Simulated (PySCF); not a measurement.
# [WO(OH)3]+: other functionals and bases at one geometry

Aim: see how levels, charges and forces of [WO(OH)3]+ depend on the level of theory. It is a constructed species; whether it can be made isn't addressed.

Computed with PySCF 2.14.0. Level: several levels, as the steps say, no spin–orbit coupling.

3 further runs of the same task are left out: 2 for a known fault of the program, 1 that didn't finish.

## Step 1: The starting structure

8 atoms, charge 1, spin multiplicity 1.

Bond lengths: W1–O2 1.680 Å, W1–O3 1.828 Å, W1–O5 1.828 Å, W1–O7 1.828 Å, O3–H4 0.973 Å, O5–H6 0.974 Å, O7–H8 0.973 Å. Angles: O2–W1–O3 108.4°, O2–W1–O5 108.5°, O2–W1–O7 108.5°, O3–W1–O5 110.5°, O3–W1–O7 110.4°, O5–W1–O7 110.4°, W1–O3–H4 146.3°, W1–O5–H6 146.3°, W1–O7–H8 147.0°.

Geometry (Å):

```xyz
8

W    -0.1529   -0.1147   -0.1726
O     0.8818    0.7555    0.8248
O    -1.3055   -1.0648    0.8813
H    -1.5773   -1.2853    1.7896
O     0.8489   -1.2434   -1.2046
H     1.7433   -1.5531   -1.4321
O    -1.0728    1.0636   -1.2240
H    -1.2289    1.9936   -1.4643
```

Formal oxidation states: W +6. An earlier session relaxed this geometry at B3LYP, W def2-SVP with ECP60, O def2-SVP, H def2-SVP (singlet, point group C3v).

At B3LYP on the finer grid: E = -369.489763 Eh, HOMO -15.37 eV, LUMO -7.76 eV, Mulliken charge on W1 +1.43 e, largest force component 0.024 eV/Å. 

Levels to run: BP86; wB97X; PBE0; TPSSh; B3LYP, TZVP; B3LYP, x2c-SVP. Hardware: 2 threads of Arm Neoverse V1, shared host.

## Step 2: BP86

File run.py (the lines that set the calculation):

```python
mol = gto.M(atom='''
W     -0.15286    -0.11472    -0.17258
O      0.88178     0.75546     0.82479
O     -1.30551    -1.06483     0.88129
H     -1.57732    -1.28530     1.78960
O      0.84887    -1.24337    -1.20455
H      1.74335    -1.55307    -1.43211
O     -1.07283     1.06359    -1.22400
H     -1.22894     1.99363    -1.46430''',
    basis={'W': 'def2-SVP', 'O': 'def2-SVP', 'H': 'def2-SVP'},
    ecp={'W': 'def2-SVP'},
    charge=1, spin=0)
mf = dft.RKS(mol, xc='B88,P86')
mf.grids.atom_grid = (75, 302)
mf = mf.density_fit()  # fitting sets: W def2-universal-JKFIT, O def2-universal-JKFIT, H def2-universal-JKFIT
mf.conv_tol = 1e-08; mf.max_cycle = 55
mf.kernel(dm0)  # dm0: the density of the relaxed state
```

Started as:

```sh
$ OMP_NUM_THREADS=2 python run.py
```

Standard output:

```text
init E= -369.608803172685
  HOMO = -0.513691898299192  LUMO = -0.32038607688148  gap/eV = 5.26012
cycle= 1 E= -369.59077650993  delta_E= 0.018  |g|= 0.325  |ddm|= 0.326
  HOMO = -0.527388063012796  LUMO = -0.266884301318759  gap/eV = 7.08867
cycle= 2 E= -369.364912108872  delta_E= 0.226  |g|= 1.07  |ddm|= 0.968
  HOMO = -0.516883016929297  LUMO = -0.301943733357231  gap/eV = 5.84880
cycle= 3 E= -369.605190822934  delta_E= -0.24  |g|= 0.185  |ddm|= 0.788
  HOMO = -0.515037429538054  LUMO = -0.306447108645078  gap/eV = 5.67603
cycle= 4 E= -369.612021633603  delta_E= -0.00683  |g|= 0.0255  |ddm|= 0.132
  HOMO = -0.518295208862768  LUMO = -0.309416367927391  gap/eV = 5.68388
cycle= 5 E= -369.612074036395  delta_E= -5.24e-05  |g|= 0.0176  |ddm|= 0.0232
  HOMO = -0.517300703331486  LUMO = -0.3078819662379  gap/eV = 5.69857
cycle= 6 E= -369.612137756422  delta_E= -6.37e-05  |g|= 0.00394  |ddm|= 0.012
  HOMO = -0.51726285723014  LUMO = -0.307839745553475  gap/eV = 5.69869
cycle= 7 E= -369.612140914499  delta_E= -3.16e-06  |g|= 0.000362  |ddm|= 0.00258
  HOMO = -0.517260466053276  LUMO = -0.307832646661011  gap/eV = 5.69882
cycle= 8 E= -369.612140937889  delta_E= -2.34e-08  |g|= 0.000107  |ddm|= 0.000211
  HOMO = -0.517260625988847  LUMO = -0.307831894540731  gap/eV = 5.69885
cycle= 9 E= -369.612140939956  delta_E= -2.07e-09  |g|= 3.74e-05  |ddm|= 7.99e-05
  HOMO = -0.517259756822824  LUMO = -0.307829559836718  gap/eV = 5.69889
Extra cycle  E= -369.612140935442  delta_E= 4.51e-09  |g|= 0.000155  |ddm|= 0.000128
converged SCF energy = -369.612140935442
```

Wall time 6.3 s (2 threads of Arm Neoverse V1, shared host).

Result: E = -369.612141 Eh, HOMO -14.08 eV, LUMO -8.38 eV, Mulliken charge on W1 +1.28 e, largest force component 0.532 eV/Å. 

## Step 3: wB97X

run.py (the lines that set the calculation): that of step 2 with these lines changed.

```diff
@@ -12,3 +12,3 @@
     charge=1, spin=0)
-mf = dft.RKS(mol, xc='B88,P86')
+mf = dft.RKS(mol, xc='WB97X')
 mf.grids.atom_grid = (75, 302)
```

Started as:

```sh
$ OMP_NUM_THREADS=2 python run.py
```

Standard output:

```text
init E= -369.390883042754
  HOMO = -0.664096253109578  LUMO = -0.188684071864072  gap/eV = 12.93662
cycle= 1 E= -369.39395376696  delta_E= -0.00307  |g|= 0.0434  |ddm|= 0.145
  HOMO = -0.669447273075003  LUMO = -0.203122012066967  gap/eV = 12.68936
cycle= 2 E= -369.393713172081  delta_E= 0.000241  |g|= 0.0573  |ddm|= 0.0925
  HOMO = -0.667458965620302  LUMO = -0.197445929863741  gap/eV = 12.78971
cycle= 3 E= -369.394319446874  delta_E= -0.000606  |g|= 0.0182  |ddm|= 0.0507
  HOMO = -0.667008843815768  LUMO = -0.195847838637427  gap/eV = 12.82094
cycle= 4 E= -369.394377012008  delta_E= -5.76e-05  |g|= 0.00456  |ddm|= 0.0116
  HOMO = -0.66658681329025  LUMO = -0.196232387922779  gap/eV = 12.79900
cycle= 5 E= -369.394380752625  delta_E= -3.74e-06  |g|= 0.00228  |ddm|= 0.00518
  HOMO = -0.666907044161754  LUMO = -0.196386216390876  gap/eV = 12.80352
cycle= 6 E= -369.394381865295  delta_E= -1.11e-06  |g|= 0.000201  |ddm|= 0.00178
  HOMO = -0.666894204875994  LUMO = -0.196381846857519  gap/eV = 12.80329
cycle= 7 E= -369.394381902944  delta_E= -3.76e-08  |g|= 4.52e-05  |ddm|= 0.000498
  HOMO = -0.666894472694113  LUMO = -0.196378991658835  gap/eV = 12.80338
cycle= 8 E= -369.394381904956  delta_E= -2.01e-09  |g|= 1.17e-05  |ddm|= 0.000118
  HOMO = -0.666894367938201  LUMO = -0.196379319609963  gap/eV = 12.80337
Extra cycle  E= -369.39438190505  delta_E= -9.39e-11  |g|= 6.16e-06  |ddm|= 2.34e-05
converged SCF energy = -369.39438190505
```

Run time: 6.7 s. Hardware: 2 threads of Arm Neoverse V1, shared host.

Result: E = -369.394382 Eh, HOMO -18.15 eV, LUMO -5.34 eV, Mulliken charge on W1 +1.49 e, largest force component 0.799 eV/Å. 

## Step 4: PBE0

run.py (the lines that set the calculation): that of step 3 with these lines changed.

```diff
@@ -12,3 +12,3 @@
     charge=1, spin=0)
-mf = dft.RKS(mol, xc='WB97X')
+mf = dft.RKS(mol, xc='PBE0')
 mf.grids.atom_grid = (75, 302)
```

Started as:

```sh
$ OMP_NUM_THREADS=2 python run.py
```

Standard output:

```text
init E= -369.133010794554
  HOMO = -0.575055593613226  LUMO = -0.277802152814338  gap/eV = 8.08868
cycle= 1 E= -369.133763082877  delta_E= -0.000752  |g|= 0.0558  |ddm|= 0.11
  HOMO = -0.582262544945805  LUMO = -0.278274506453838  gap/eV = 8.27194
cycle= 2 E= -369.130824333499  delta_E= 0.00294  |g|= 0.136  |ddm|= 0.117
  HOMO = -0.57986812797255  LUMO = -0.280679518317792  gap/eV = 8.14134
cycle= 3 E= -369.134201035295  delta_E= -0.00338  |g|= 0.0271  |ddm|= 0.0971
  HOMO = -0.577558079590277  LUMO = -0.279320481685791  gap/eV = 8.11546
cycle= 4 E= -369.134337897126  delta_E= -0.000137  |g|= 0.00607  |ddm|= 0.0205
  HOMO = -0.577564240505737  LUMO = -0.278587070036765  gap/eV = 8.13558
cycle= 5 E= -369.134345875688  delta_E= -7.98e-06  |g|= 0.000941  |ddm|= 0.00553
  HOMO = -0.577538990102463  LUMO = -0.278638161518591  gap/eV = 8.13351
cycle= 6 E= -369.134346061638  delta_E= -1.86e-07  |g|= 0.0001  |ddm|= 0.000718
  HOMO = -0.577536869637927  LUMO = -0.278640786554103  gap/eV = 8.13338
cycle= 7 E= -369.134346063766  delta_E= -2.13e-09  |g|= 1.13e-05  |ddm|= 9.5e-05
  HOMO = -0.577536649645076  LUMO = -0.278641557940134  gap/eV = 8.13335
Extra cycle  E= -369.134346063742  delta_E= 2.35e-11  |g|= 1.66e-05  |ddm|= 2.2e-05
converged SCF energy = -369.134346063742
```

Run time: 5.2 s. Hardware: 2 threads of Arm Neoverse V1, shared host.

Result: E = -369.134346 Eh, HOMO -15.72 eV, LUMO -7.58 eV, Mulliken charge on W1 +1.48 e, largest force component 0.509 eV/Å. 

## Step 5: TPSSh

run.py (the lines that set the calculation): that of step 4 with these lines changed.

```diff
@@ -12,3 +12,3 @@
     charge=1, spin=0)
-mf = dft.RKS(mol, xc='PBE0')
+mf = dft.RKS(mol, xc='TPSSH')
 mf.grids.atom_grid = (75, 302)
```

Started as:

```sh
$ OMP_NUM_THREADS=2 python run.py
```

Standard output:

```text
init E= -369.461576727667
  HOMO = -0.541294430485175  LUMO = -0.295851083347678  gap/eV = 6.67885
cycle= 1 E= -369.461255789057  delta_E= 0.000321  |g|= 0.0792  |ddm|= 0.119
  HOMO = -0.54640168087053  LUMO = -0.284420379266726  gap/eV = 7.12887
cycle= 2 E= -369.450641040793  delta_E= 0.0106  |g|= 0.243  |ddm|= 0.214
  HOMO = -0.544043693378513  LUMO = -0.291830381338055  gap/eV = 6.86307
cycle= 3 E= -369.462136732789  delta_E= -0.0115  |g|= 0.0424  |ddm|= 0.172
  HOMO = -0.542228771657177  LUMO = -0.292270322738949  gap/eV = 6.80172
cycle= 4 E= -369.462500062053  delta_E= -0.000363  |g|= 0.00132  |ddm|= 0.0284
  HOMO = -0.542181111613105  LUMO = -0.292126296462166  gap/eV = 6.80434
cycle= 5 E= -369.462500375517  delta_E= -3.13e-07  |g|= 0.000432  |ddm|= 0.00112
  HOMO = -0.5422236168639  LUMO = -0.292189485595581  gap/eV = 6.80378
cycle= 6 E= -369.462500407422  delta_E= -3.19e-08  |g|= 0.000143  |ddm|= 0.000359
  HOMO = -0.542216897521764  LUMO = -0.292173455845301  gap/eV = 6.80403
cycle= 7 E= -369.462500411918  delta_E= -4.5e-09  |g|= 1.44e-05  |ddm|= 0.000119
  HOMO = -0.542216763555722  LUMO = -0.292171999911622  gap/eV = 6.80406
Extra cycle  E= -369.462500411449  delta_E= 4.69e-10  |g|= 5.02e-05  |ddm|= 4.23e-05
converged SCF energy = -369.462500411449
```

It took 8.1 s on 2 threads of Arm Neoverse V1, shared host.

Read off: E = -369.462500 Eh, HOMO -14.75 eV, LUMO -7.95 eV, Mulliken charge on W1 +1.46 e, largest force component 0.133 eV/Å. 

## Step 6: B3LYP, TZVP

Basis: W def2-TZVP with ECP60, O def2-TZVP, H def2-TZVP. 

run.py (the lines that set the calculation): that of step 5 with these lines changed.

```diff
@@ -9,6 +9,6 @@
 H     -1.22894     1.99363    -1.46430''',
-    basis={'W': 'def2-SVP', 'O': 'def2-SVP', 'H': 'def2-SVP'},
-    ecp={'W': 'def2-SVP'},
+    basis={'W': 'def2-TZVP', 'O': 'def2-TZVP', 'H': 'def2-TZVP'},
+    ecp={'W': 'def2-TZVP'},
     charge=1, spin=0)
-mf = dft.RKS(mol, xc='TPSSH')
+mf = dft.RKS(mol, xc='B3LYP')
 mf.grids.atom_grid = (75, 302)
@@ -16,2 +16,2 @@
 mf.conv_tol = 1e-08; mf.max_cycle = 55
-mf.kernel(dm0)  # dm0: the density of the relaxed state
+mf.kernel(dm0)  # dm0: free metal ions and neutral atoms
```

Started as:

```sh
$ OMP_NUM_THREADS=2 python run.py
```

Standard output:

```text
init E= -373.690093783607
  HOMO = -0.629749592221713  LUMO = -0.381938216881317  gap/eV = 6.74329
cycle= 1 E= -369.780064497453  delta_E= 3.91  |g|= 0.724  |ddm|= 2.45
  HOMO = -0.470522506292127  LUMO = -0.249806294024867  gap/eV = 6.00599
cycle= 2 E= -369.40006207132  delta_E= 0.38  |g|= 1.61  |ddm|= 1.17
  HOMO = -0.532924378805557  LUMO = -0.24884006070916  gap/eV = 7.73033
cycle= 3 E= -369.817926870209  delta_E= -0.418  |g|= 0.563  |ddm|= 0.909
  HOMO = -0.575682252197731  LUMO = -0.294619133906919  gap/eV = 7.64812
cycle= 4 E= -369.875183758587  delta_E= -0.0573  |g|= 0.154  |ddm|= 0.355
  HOMO = -0.56469030597446  LUMO = -0.288687658466309  gap/eV = 7.51041
cycle= 5 E= -369.878218922634  delta_E= -0.00304  |g|= 0.0749  |ddm|= 0.0858
  HOMO = -0.567278074638487  LUMO = -0.28311315312448  gap/eV = 7.73252
cycle= 6 E= -369.879272012217  delta_E= -0.00105  |g|= 0.015  |ddm|= 0.0479
  HOMO = -0.567787691089814  LUMO = -0.284960495362807  gap/eV = 7.69612
cycle= 7 E= -369.879317630458  delta_E= -4.56e-05  |g|= 0.00257  |ddm|= 0.0103
  HOMO = -0.567657358779468  LUMO = -0.284891154336682  gap/eV = 7.69446
cycle= 8 E= -369.879318962369  delta_E= -1.33e-06  |g|= 0.000285  |ddm|= 0.00128
  HOMO = -0.567650926027919  LUMO = -0.284893645441511  gap/eV = 7.69422
cycle= 9 E= -369.879318974891  delta_E= -1.25e-08  |g|= 8.12e-05  |ddm|= 0.000183
  HOMO = -0.56765606672496  LUMO = -0.284897727356059  gap/eV = 7.69425
cycle= 10 E= -369.879318976162  delta_E= -1.27e-09  |g|= 2.39e-05  |ddm|= 4.63e-05
  HOMO = -0.567656617232156  LUMO = -0.284899268623749  gap/eV = 7.69422
Extra cycle  E= -369.879318975535  delta_E= 6.27e-10  |g|= 6.3e-05  |ddm|= 4.02e-05
converged SCF energy = -369.879318975535
```

Run time: 14 s. Hardware: 2 threads of Arm Neoverse V1, shared host.

Read off: E = -369.879319 Eh, HOMO -15.45 eV, LUMO -7.75 eV, Mulliken charge on W1 +1.80 e, largest force component 0.246 eV/Å. 

## Step 7: B3LYP, x2c-SVP

Basis: W x2c-SVPall, O x2c-SVPall, H x2c-SVPall. All electrons are treated, with the spin-free X2C Hamiltonian.

File run.py (the lines that set the calculation):

```python
mol = gto.M(atom='''
W     -0.15286    -0.11472    -0.17258
O      0.88178     0.75546     0.82479
O     -1.30551    -1.06483     0.88129
H     -1.57732    -1.28530     1.78960
O      0.84887    -1.24337    -1.20455
H      1.74335    -1.55307    -1.43211
O     -1.07283     1.06359    -1.22400
H     -1.22894     1.99363    -1.46430''',
    basis={'W': 'x2c-SVPall', 'O': 'x2c-SVPall', 'H': 'x2c-SVPall'},
    nucmod='G',
    charge=1, spin=0)
mf = dft.RKS(mol, xc='B3LYP')
mf.grids.atom_grid = (99, 590)
mf = mf.density_fit()  # fitting sets: W AutoAux, O AutoAux, H AutoAux
mf = mf.sfx2c1e()
mf.conv_tol = 1e-08; mf.max_cycle = 55
mf.kernel(dm0)  # dm0: free metal ions and neutral atoms
```

Started as:

```sh
$ OMP_NUM_THREADS=2 python run.py
```

Standard output:

```text
init E= -16450.424814896
  HOMO = -0.620842194366654  LUMO = -0.381600682899477  gap/eV = 6.51009
cycle= 1 E= -16445.6934521114  delta_E= 4.73  |g|= 0.61  |ddm|= 3.29
  HOMO = -0.49160768074964  LUMO = -0.275731897513568  gap/eV = 5.87428
cycle= 2 E= -16445.2901582197  delta_E= 0.403  |g|= 1.62  |ddm|= 1.36
  HOMO = -0.536909576035123  LUMO = -0.265399902193459  gap/eV = 7.38815
cycle= 3 E= -16445.7374898615  delta_E= -0.447  |g|= 0.428  |ddm|= 1.14
  HOMO = -0.574852897895875  LUMO = -0.300791232856646  gap/eV = 7.45760
cycle= 4 E= -16445.7716390338  delta_E= -0.0341  |g|= 0.114  |ddm|= 0.331
  HOMO = -0.566542711408757  LUMO = -0.301305536871118  gap/eV = 7.21747
cycle= 5 E= -16445.7732714006  delta_E= -0.00163  |g|= 0.0638  |ddm|= 0.0954
  HOMO = -0.567733148587291  LUMO = -0.295784039957008  gap/eV = 7.40011
cycle= 6 E= -16445.7740948167  delta_E= -0.000823  |g|= 0.0125  |ddm|= 0.0481
  HOMO = -0.568182778632407  LUMO = -0.296772049945967  gap/eV = 7.38546
cycle= 7 E= -16445.774121805  delta_E= -2.7e-05  |g|= 0.00157  |ddm|= 0.00744
  HOMO = -0.568170055047567  LUMO = -0.296881631191007  gap/eV = 7.38213
cycle= 8 E= -16445.7741223559  delta_E= -5.51e-07  |g|= 0.000111  |ddm|= 0.00124
  HOMO = -0.568172141578812  LUMO = -0.296883198070418  gap/eV = 7.38215
cycle= 9 E= -16445.7741223576  delta_E= -1.72e-09  |g|= 5.15e-05  |ddm|= 0.000107
  HOMO = -0.56817627412455  LUMO = -0.296882056546924  gap/eV = 7.38229
Extra cycle  E= -16445.7741223555  delta_E= 2.15e-09  |g|= 0.000116  |ddm|= 0.000108
converged SCF energy = -16445.7741223555
```

It took 31 s on 2 threads of Arm Neoverse V1, shared host.

Result: E = -16445.774122 Eh, HOMO -15.46 eV, LUMO -8.08 eV, Mulliken charge on W1 +1.39 e, largest force component 0.762 eV/Å. 

## Step 8: All levels side by side

| level | state | HOMO (eV) | gap (eV) | charge on W1 (e) | dipole (D) | largest force (eV/Å) | basis functions | time |
| --- | --- | --- | --- | --- | --- | --- | --- | --- |
| B3LYP (relaxed here) | singlet | -15.37 | 7.62 | 1.43 | 0.61 | 0.02 | 103 | 16 s |
| BP86 | singlet | -14.08 | 5.70 | 1.28 | 0.61 | 0.53 | 103 | 6.3 s |
| wB97X | singlet | -18.15 | 12.80 | 1.49 | 0.57 | 0.80 | 103 | 6.7 s |
| PBE0 | singlet | -15.72 | 8.13 | 1.48 | 0.59 | 0.51 | 103 | 5.2 s |
| TPSSh | singlet | -14.75 | 6.80 | 1.46 | 0.62 | 0.13 | 103 | 8.1 s |
| B3LYP, TZVP | singlet | -15.45 | 7.69 | 1.80 | 0.69 | 0.25 | 182 | 14 s |
| B3LYP, x2c-SVP | singlet | -15.46 | 7.38 | 1.39 | 0.57 | 0.76 | 137 | 31 s |

Times are on 2 threads of Arm Neoverse V1, shared host; the first row also made further properties. The dipole of a charged species depends on the origin, so these sizes hold for this origin alone.

In one basis the HOMO–LUMO gap runs from 5.70 eV (BP86) to 12.80 eV (wB97X). The largest leftover force, 0.80 eV/Å with wB97X, stands at a geometry relaxed at another level. The Mulliken charge on W spans +1.28 to +1.80 e over the levels. Total energies of different levels can't be compared. Spin–orbit coupling is left out throughout.
